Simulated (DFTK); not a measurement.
# Ta3AsAu2O13 (R3m) in DFTK: a series of runs

Runs on Ta3AsAu2O13. Level: PBE+U. Tasks: single point.

All numbers are computed with DFTK 0.8.2; they aren't measurements. Logs are shortened: lines on timing, memory, paths and dates and some standing lists are left out, and cuts for length are marked.

**1. The crystal as given**

It takes space group R3m (No. 160, trigonal). The conventional cell has a = 10.485 Å, b = 10.485 Å, c = 12.428 Å, α = 90.00°, β = 90.00°, γ = 120.00°. Around Ta (site symmetry m) lie 4 O at 1.82 to 1.95 Å. As (site symmetry 3m) has 3 O at 1.76 Å as nearest neighbours. Around Au (site symmetry 3m) lie 3 O at 2.21 Å. Around Au (site symmetry 3m) lie 1 As at 2.39 Å and 1 Au at 2.67 Å. Around O (site symmetry m) lie 1 As at 1.76 Å and 1 Ta at 1.93 Å. Around O (site symmetry 1) lie 1 O at 1.44 Å. O (site symmetry m) has 1 Ta at 1.82 Å as nearest neighbours. Around O (site symmetry 3m) lie 3 Ta at 2.11 Å.

The cell was built by a generator and needn't be a form met in nature.

**2. Single point, PBE+U**

Contents of run.jl:

```julia
using DFTK
using PseudoPotentialData
using Unitful, UnitfulAtomic
using LinearAlgebra, Printf
include("save.jl")
setup_threading()

# lattice vectors are the columns
lattice = austrip(1u"Å") * [       5.24237       -5.24237            0.0;
                  3.02668        3.02668       -6.05337;
                  4.14273        4.14273        4.14273]
symbols   = [:Ta, :Ta, :Ta, :As, :Au, :Au, :O, :O, :O, :O, :O, :O, :O, :O, :O, :O, :O, :O, :O]
positions = [[0.23108, 0.57229, 0.23108],
             [0.23108, 0.23108, 0.57229],
             [0.57229, 0.23108, 0.23108],
             [0.55878, 0.55878, 0.55878],
             [0.96559, 0.96559, 0.96559],
             [0.75105, 0.75105, 0.75105],
             [0.40884, 0.66762, 0.40884],
             [0.40884, 0.40884, 0.66762],
             [0.66762, 0.40884, 0.40884],
             [0.49726, 0.01313, 0.36024],
             [0.36024, 0.49726, 0.01313],
             [0.01313, 0.36024, 0.49726],
             [0.36024, 0.01313, 0.49726],
             [0.01313, 0.49726, 0.36024],
             [0.49726, 0.36024, 0.01313],
             [0.10963, 0.74806, 0.10963],
             [0.10963, 0.10963, 0.74806],
             [0.74806, 0.10963, 0.10963],
             [0.3084, 0.3084, 0.3084]]
pseudopotentials = PseudoFamily("dojo.nc.sr.pbe.v0_4_1.standard.upf")
elements = Dict(s => ElementPsp(s, pseudopotentials) for s in unique(symbols))
atoms    = [elements[s] for s in symbols]

build_model(lattice, positions; symmetries=false) =
    model_DFT(lattice, atoms, positions;
              functionals=PBE(),
              temperature=austrip(0.05u"eV"),
              smearing=Smearing.FermiDirac(),
              extra_terms=[Hubbard(OrbitalManifold(:Au, "5D") => 0.0u"eV", OrbitalManifold(:Ta, "5D") => 0.0u"eV")],
              symmetries)
Ecut  = 42.0  # hartree
kgrid = [1, 1, 1]
tol   = 1e-6
to_GPa = ustrip(uconvert(u"GPa", 1u"hartree/bohr^3"))

model = build_model(lattice, positions)
basis = PlaneWaveBasis(model; Ecut, kgrid)
display(basis)
scfres = self_consistent_field(basis;
                               tol,
                               nbandsalg=AdaptiveBands(model; n_bands_converge=106),
                               miniter=2)
display(scfres.energies)
@printf "Fermi level: %.6f eV\n" ustrip(auconvert(u"eV", something(scfres.εF, NaN)))
forces = compute_forces_cart(scfres)
println("Forces (eV/Å)")
for (s, f) in zip(symbols, forces)
    @printf "%-3s %12.6f %12.6f %12.6f\n" s ustrip.(auconvert.(u"eV/Å", f))...
end
stress = compute_stresses_cart(scfres)
println("Stress (GPa)")
display(round.(stress * to_GPa; digits=4))
println("Levels at the first k-point (eV): ", round.(ustrip.(auconvert.(u"eV", scfres.eigenvalues[1][1:scfres.n_bands_converge])); digits=4))
save_scf!(scfres; forces, stress)
```

Potentials or basis: dojo.nc.sr.pbe.v0_4_1.standard.upf (PBE).

The run is started by

```bash
> julia --threads=4 run.jl  # save.jl only writes the numbers to a file and isn't shown; printed stress counts tension as positive; times include loading and compiling
```

Output:

```text
PlaneWaveBasis discretization:

    Ecut                 : 42.0 Ha
    fft_size             : (90, 90, 90), 729000 total points
    kgrid                : MonkhorstPack([1, 1, 1])
    num.   red. kpoints  : 1
    num. irred. kpoints  : 1

    Discretized Model(gga_x_pbe+gga_c_pbe, 3D):
        lattice (in Bohr)    : [9.90664   , -9.90664  , 0         ]
                               [5.7196    , 5.7196    , -11.4392  ]
                               [7.82863   , 7.82863   , 7.82863   ]
        unit cell volume     : 2661.5 Bohr³

        atoms                : AsAu₂O₁₃Ta₃
        pseudopot. family    : PseudoFamily("dojo.nc.sr.pbe.v0_4_1.standard.upf")

        num. electrons       : 170
        spin polarization    : none
        temperature          : 0.0018375 Ha
        smearing             : DFTK.Smearing.FermiDirac()

        terms                : Kinetic()
                               AtomicLocal()
                               AtomicNonlocal()
                               Ewald(nothing)
                               PspCorrection()
                               Hartree()
                               Xc(gga_x_pbe, gga_c_pbe)
                               Hubbard{Float64}(OrbitalManifold[OrbitalManifold(Au, "5D"), OrbitalManifold(Ta, "5D")], [0.0, 0.0])
                               Entropy()
n     Energy            log10(ΔE)   log10(Δρ)   Diag   Δtime
---   ---------------   ---------   ---------   ----   ------
  1   -811.0538401352                    0.04   19.0    34.3s
  2   -812.1596241491        0.04       -0.25    4.0    11.7s
  3   -812.5401592799       -0.42       -0.68    4.0    11.5s
  4   -812.6020354947       -1.21       -1.10    3.0    10.0s
  5   -812.6112878689       -2.03       -1.25    2.0    8.47s
  6   -812.6188410643       -2.12       -1.41    5.0    8.82s
  7   -812.6231250636       -2.37       -1.56    3.0    7.37s
[... 13 lines left out ...]
 21   -812.6274740353      -10.64       -5.99    5.0    8.77s
 22   -812.6274740353      -11.83       -6.13    3.0    8.26s
Energy breakdown (in Ha):
    Kinetic             355.2921862
    AtomicLocal         -938.2262663
    AtomicNonlocal      -66.2869231
    Ewald               -343.8252003
    PspCorrection       15.2642426
    Hartree             339.1384713
    Xc                  -173.9839832
    Hubbard             0.0000000
    Entropy             -0.0000013

    total               -812.627474035298
Fermi level: 1.319548 eV
Forces (eV/Å)
Ta      0.080206    -0.046291     0.197527
Ta     -0.000002     0.092620     0.197509
Ta     -0.080211    -0.046291     0.197530
As     -0.000001     0.000021     0.030006
Au      0.000008    -0.000007     0.118883
Au     -0.000000    -0.000000     0.018509
O      -0.135709     0.078351    -0.084635
O      -0.000000    -0.156716    -0.084632
O       0.135708     0.078351    -0.084632
O       0.003431     0.015262     0.091077
O      -0.014943    -0.004670     0.091082
O       0.011512    -0.010608     0.091083
O      -0.011513    -0.010610     0.091082
O      -0.003430     0.015264     0.091077
O       0.014940    -0.004669     0.091082
O       0.177868    -0.102692    -0.185791
O       0.000000     0.205370    -0.185795
O      -0.177865    -0.102690    -0.185791
O      -0.000003    -0.000002    -0.495446
Stress (GPa)
3×3 StaticArraysCore.SMatrix{3, 3, Float64, 9} with indices SOneTo(3)×SOneTo(3):
 0.5167   0.0      0.0
 0.0      0.5167  -0.0
 0.0     -0.0      0.1096
Levels at the first k-point (eV): [-103.3653, -103.2651, -67.1055, -67.1034, -67.1034, -55.0855, -54.9184, -54.5962, -54.5962, -54.4647, -54.4647, -36.4204, -36.4204, -36.3142, -36.3142, -36.281, -33.8537, -33.8212, -33.8212, -33.7508, -33.7508, -33.7448, -33.7061, -33.671, -33.671, -20.6781, -20.4119, -20.4119, -19.2061, -17.5563, -17.5563, -16.7945, -15.7666, -15.7666, -15.5355, -14.1492, -14.1492, -13.6198, -9.6838, -6.4632, -5.8582, -5.8582, -5.5083, -5.5083, -5.3446, -4.7671, -4.7671, -4.0981, -3.9158, -3.9158, -3.7513, -3.6449, -3.6449, -3.451, -3.196, -2.9593, -2.9593, -2.6043, -2.6043, -2.1703, -2.1703, -2.0596, -2.0533, -1.9577, -1.9577, -1.731, -1.5785, -1.5785, -1.3182, -1.3182, -1.2653, -1.1265, -1.1265, -1.124, -0.757, -0.564, -0.564, -0.2659, -0.2659, 0.0259, 0.1732, 0.1732, 0.6749, 0.6749, 0.7376, 1.8789, 3.7835, 3.7835, 3.9419, 4.2186, 4.4983, 4.4983, 4.8039, 5.1919, 5.1919, 5.4979, 5.4979, 5.9749, 5.9749, 6.0428, 6.3081, 6.6055, 6.685, 6.685, 7.2996, 7.6687]
```

It took 12 min on 4 threads of Intel Xeon Platinum 8375C at 2.90GHz (Ice Lake), shared host; peak memory 3.4 GiB.

Results:

- Free energy: -22112.7201 eV
- Pressure: -0.4 GPa
- Largest force: 0.495 eV/Å
- Band gap on the k mesh: 1.14 eV, direct

Forces on the atoms (eV/Å):
```
Ta   0.080 -0.046  0.198
Ta   0.000  0.093  0.198
Ta  -0.080 -0.046  0.198
As   0.000  0.000  0.030
Au   0.000  0.000  0.119
Au   0.000  0.000  0.019
O   -0.136  0.078 -0.085
O    0.000 -0.157 -0.085
O    0.136  0.078 -0.085
O    0.003  0.015  0.091
O   -0.015 -0.005  0.091
O    0.012 -0.011  0.091
O   -0.012 -0.011  0.091
O   -0.003  0.015  0.091
O    0.015 -0.005  0.091
O    0.178 -0.103 -0.186
O    0.000  0.205 -0.186
O   -0.178 -0.103 -0.186
O    0.000  0.000 -0.495
```

Eigenvalues of the final occupation matrices:
```csv
site,spin,trace,eigenvalues
atom 5 Au,1,4.77,0.81 0.98 0.98 0.99 0.99
atom 6 Au,1,4.89,0.94 0.98 0.98 1.00 1.00
atom 1 Ta,1,1.50,0.27 0.28 0.30 0.31 0.33
atom 2 Ta,1,1.50,0.27 0.28 0.30 0.31 0.33
atom 3 Ta,1,1.50,0.27 0.28 0.30 0.31 0.33
```

Caveat: the k mesh is coarse (spacing up to 0.86 Å⁻¹), so the values aren't converged; the Hubbard orbitals reach further out than in other programs, which can move energies by up to some tens of meV an atom; spin-orbit coupling is left out, which moves the levels of the heavy elements; an odd mesh through Γ misses points on the zone boundary, where band edges often lie.

**3. Single point, PBE+U**

Edit run.jl of step 2 so:

```diff
@@ -40,3 +40,3 @@
               smearing=Smearing.FermiDirac(),
-              extra_terms=[Hubbard(OrbitalManifold(:Au, "5D") => 0.0u"eV", OrbitalManifold(:Ta, "5D") => 0.0u"eV")],
+              extra_terms=[Hubbard(OrbitalManifold(:Au, "5D") => 1.5u"eV", OrbitalManifold(:Ta, "5D") => 1.5u"eV")],
               symmetries)
```

Potentials or basis: dojo.nc.sr.pbe.v0_4_1.standard.upf (PBE).

The run is started by

```bash
> julia --threads=4 run.jl  # save.jl only writes the numbers to a file and isn't shown; printed stress counts tension as positive; times include loading and compiling
```

Output:

```text
PlaneWaveBasis discretization:

    Ecut                 : 42.0 Ha
    fft_size             : (90, 90, 90), 729000 total points
    kgrid                : MonkhorstPack([1, 1, 1])
    num.   red. kpoints  : 1
    num. irred. kpoints  : 1

    Discretized Model(gga_x_pbe+gga_c_pbe, 3D):
        lattice (in Bohr)    : [9.90664   , -9.90664  , 0         ]
                               [5.7196    , 5.7196    , -11.4392  ]
                               [7.82863   , 7.82863   , 7.82863   ]
        unit cell volume     : 2661.5 Bohr³

        atoms                : AsAu₂O₁₃Ta₃
        pseudopot. family    : PseudoFamily("dojo.nc.sr.pbe.v0_4_1.standard.upf")

        num. electrons       : 170
        spin polarization    : none
        temperature          : 0.0018375 Ha
        smearing             : DFTK.Smearing.FermiDirac()

        terms                : Kinetic()
                               AtomicLocal()
                               AtomicNonlocal()
                               Ewald(nothing)
                               PspCorrection()
                               Hartree()
                               Xc(gga_x_pbe, gga_c_pbe)
                               Hubbard{Float64}(OrbitalManifold[OrbitalManifold(Au, "5D"), OrbitalManifold(Ta, "5D")], [0.05512398326327789, 0.05512398326327789])
                               Entropy()
n     Energy            log10(ΔE)   log10(Δρ)   Diag   Δtime
---   ---------------   ---------   ---------   ----   ------
  1   -810.8912738973                    0.04   20.0    35.9s
  2   -812.1190631298        0.09       -0.29    4.0    11.5s
  3   -812.3650632919       -0.61       -0.68    5.0    11.8s
  4   -812.4220417645       -1.24       -1.14    3.0    9.63s
  5   -812.4291832206       -2.15       -1.32    2.0    7.52s
  6   -812.4349307396       -2.24       -1.55    5.0    7.73s
  7   -812.4373093105       -2.62       -1.68    2.0    6.91s
[... 11 lines left out ...]
 19   -812.4398076694      -10.43       -5.86    5.0    9.37s
 20   -812.4398076695      -11.07       -6.14    4.0    13.4s
Energy breakdown (in Ha):
    Kinetic             355.4216473
    AtomicLocal         -938.3881658
    AtomicNonlocal      -66.3405304
    Ewald               -343.8252003
    PspCorrection       15.2642426
    Hartree             339.2596685
    Xc                  -174.0171459
    Hubbard             0.1856774
    Entropy             -0.0000011

    total               -812.439807669456
Fermi level: 1.331152 eV
Forces (eV/Å)
Ta      0.015949    -0.009192     0.139609
Ta      0.000001     0.018417     0.139588
Ta     -0.015948    -0.009193     0.139609
As     -0.000002     0.000022    -0.243152
Au      0.000002     0.000006     0.162405
Au      0.000002    -0.000001     0.114880
O      -0.075520     0.043601     0.018971
O      -0.000000    -0.087217     0.018972
O       0.075520     0.043601     0.018972
O       0.047191    -0.002153     0.075527
O      -0.021740     0.041935     0.075532
O      -0.025450    -0.039799     0.075533
O       0.025449    -0.039799     0.075532
O      -0.047192    -0.002150     0.075528
O       0.021737     0.041936     0.075531
O       0.264104    -0.152481    -0.165580
O       0.000001     0.304950    -0.165584
O      -0.264104    -0.152481    -0.165580
O      -0.000001    -0.000005    -0.466793
Stress (GPa)
3×3 StaticArraysCore.SMatrix{3, 3, Float64, 9} with indices SOneTo(3)×SOneTo(3):
  0.1439   0.0     -0.0
  0.0      0.1439  -0.0
 -0.0     -0.0     -0.3326
Levels at the first k-point (eV): [-103.2413, -102.9375, -67.3321, -67.33, -67.3299, -54.9174, -54.6053, -54.4973, -54.4973, -54.1567, -54.1567, -36.4362, -36.4362, -36.3314, -36.3314, -36.2987, -34.0561, -34.0291, -34.0291, -33.9573, -33.9573, -33.9539, -33.9137, -33.8763, -33.8763, -20.6459, -20.3776, -20.3776, -19.1984, -17.5489, -17.5489, -16.7415, -15.6777, -15.6777, -15.4691, -14.1197, -14.1197, -13.5953, -9.7106, -6.4405, -5.8307, -5.8307, -5.5052, -5.5052, -5.4144, -4.742, -4.742, -4.1588, -3.9369, -3.9369, -3.783, -3.6148, -3.6148, -3.418, -3.1685, -3.0926, -3.0926, -2.9182, -2.9182, -2.2709, -2.2709, -2.1597, -2.1597, -2.1335, -2.014, -1.9927, -1.9927, -1.7028, -1.7028, -1.619, -1.2686, -1.1493, -1.1493, -1.0912, -0.9852, -0.6315, -0.6315, -0.2901, -0.2901, 0.0692, 0.15, 0.15, 0.5739, 0.5739, 0.7633, 1.8968, 3.893, 3.893, 4.0475, 4.3001, 4.553, 4.553, 4.9096, 5.2607, 5.2607, 5.5812, 5.5812, 6.0336, 6.0336, 6.1508, 6.3674, 6.6422, 6.7722, 6.7722, 7.379, 7.7104]
```

Run time: 12 min. Hardware: 4 threads of Intel Xeon Platinum 8375C at 2.90GHz (Ice Lake), shared host; peak memory 3.6 GiB.

What came out:

```
Free energy            : -22107.6134 eV
Pressure               : 0.0 GPa
Largest force          : 0.467 eV/Å
Band gap on the k mesh : 1.13 eV, direct
```

Forces in eV/Å, atoms in the order of the input:
```
Ta   0.016 -0.009  0.140
Ta   0.000  0.018  0.140
Ta  -0.016 -0.009  0.140
As   0.000  0.000 -0.243
Au   0.000  0.000  0.162
Au   0.000  0.000  0.115
O   -0.076  0.044  0.019
O    0.000 -0.087  0.019
O    0.076  0.044  0.019
O    0.047 -0.002  0.076
O   -0.022  0.042  0.076
O   -0.025 -0.040  0.076
O    0.025 -0.040  0.076
O   -0.047 -0.002  0.076
O    0.022  0.042  0.076
O    0.264 -0.152 -0.166
O    0.000  0.305 -0.166
O   -0.264 -0.152 -0.166
O    0.000  0.000 -0.467
```

Eigenvalues of the final occupation matrices:
| site | spin | trace | eigenvalues |
| --- | --- | --- | --- |
| atom 5 Au | 1 | 4.79 | 0.83 0.98 0.98 1.00 1.00 |
| atom 6 Au | 1 | 4.91 | 0.95 0.98 0.98 1.00 1.00 |
| atom 1 Ta | 1 | 1.47 | 0.26 0.27 0.30 0.31 0.33 |
| atom 2 Ta | 1 | 1.47 | 0.26 0.27 0.30 0.31 0.33 |
| atom 3 Ta | 1 | 1.47 | 0.26 0.27 0.30 0.31 0.33 |

Caveat: the k mesh is coarse (spacing up to 0.86 Å⁻¹), so the values aren't converged; the Hubbard orbitals reach further out than in other programs, which can move energies by up to some tens of meV an atom; spin-orbit coupling is left out, which moves the levels of the heavy elements; an odd mesh through Γ misses points on the zone boundary, where band edges often lie.

**4. Single point, PBE+U**

Edit run.jl of step 3 so:

```diff
@@ -40,3 +40,3 @@
               smearing=Smearing.FermiDirac(),
-              extra_terms=[Hubbard(OrbitalManifold(:Au, "5D") => 1.5u"eV", OrbitalManifold(:Ta, "5D") => 1.5u"eV")],
+              extra_terms=[Hubbard(OrbitalManifold(:Au, "5D") => 3.0u"eV", OrbitalManifold(:Ta, "5D") => 3.0u"eV")],
               symmetries)
```

The run is started by

```bash
> julia --threads=4 run.jl  # save.jl only writes the numbers to a file and isn't shown; printed stress counts tension as positive; times include loading and compiling
```

Wall time 12 min (4 threads of Intel Xeon Platinum 8375C at 2.90GHz (Ice Lake), shared host); peak memory 3.4 GiB.

It converged, with:

- Free energy: -22102.6153 eV
- Pressure: 0.4 GPa
- Largest force: 0.508 eV/Å
- Band gap on the k mesh: 1.12 eV, direct

Forces in eV/Å, atoms in the order of the input:
```
Ta  -0.048  0.028  0.082
Ta   0.000 -0.055  0.082
Ta   0.048  0.028  0.082
As   0.000  0.000 -0.508
Au   0.000  0.000  0.206
Au   0.000  0.000  0.200
O   -0.012  0.007  0.130
O    0.000 -0.013  0.130
O    0.012  0.007  0.130
O    0.094 -0.024  0.058
O   -0.026  0.094  0.058
O   -0.068 -0.070  0.058
O    0.068 -0.070  0.058
O   -0.094 -0.024  0.058
O    0.026  0.094  0.058
O    0.339 -0.196 -0.148
O    0.000  0.391 -0.148
O   -0.339 -0.196 -0.148
O    0.000  0.000 -0.440
```

Stress tensor (GPa, compression positive):
```
0.26 0.00 0.00
0.00 0.26 0.00
0.00 0.00 0.79
```

Levels at points of the mesh, in eV from the valence-band top:
```csv
k point,band 82,band 83,band 84,band 85,band 86,band 87,band 88,band 89
"(0.00, 0.00, 0.00)",-0.67,-0.26,-0.26,0.00,1.12,3.22,3.22,3.37
```

Eigenvalues of the final occupation matrices:
```
     site  spin  trace               eigenvalues
atom 5 Au     1   4.82  0.85 0.99 0.99 1.00 1.00
atom 6 Au     1   4.92  0.96 0.98 0.98 1.00 1.00
atom 1 Ta     1   1.43  0.25 0.26 0.29 0.30 0.33
atom 2 Ta     1   1.43  0.25 0.26 0.29 0.30 0.33
atom 3 Ta     1   1.43  0.25 0.26 0.29 0.30 0.33
```

Caveat: the k mesh is coarse (spacing up to 0.86 Å⁻¹), so the values aren't converged; the Hubbard orbitals reach further out than in other programs, which can move energies by up to some tens of meV an atom; spin-orbit coupling is left out, which moves the levels of the heavy elements; an odd mesh through Γ misses points on the zone boundary, where band edges often lie.

**5. Summary**

| U | gap on the mesh (eV) | pressure (GPa) | largest force (eV/Å) |
| --- | --- | --- | --- |
| Au d U = 0 eV, Ta d U = 0 eV | 1.14 | -0.4 | 0.50 |
| Au d U = 1.5 eV, Ta d U = 1.5 eV | 1.13 | 0.0 | 0.47 |
| Au d U = 3 eV, Ta d U = 3 eV | 1.12 | 0.4 | 0.51 |

Alike in all rows: task single point; level PBE+U; potentials or basis dojo.nc.sr.pbe.v0_4_1.standard.upf (PBE); no spin polarisation; cell as given; k mesh 1 × 1 × 1; cutoff (eV) 1143; smearing fermi-dirac 0.05 eV; the mesh is coarse, so values aren't converged.

Caveats: all runs use coarse meshes; the Hubbard orbitals reach further out than in other programs, which can move energies by up to some tens of meV an atom; spin-orbit coupling is left out, which moves the levels of the heavy elements; an odd mesh through Γ misses points on the zone boundary, where band edges often lie.

Total energies depend on the potentials used, so only differences within one code and one set of settings carry meaning.
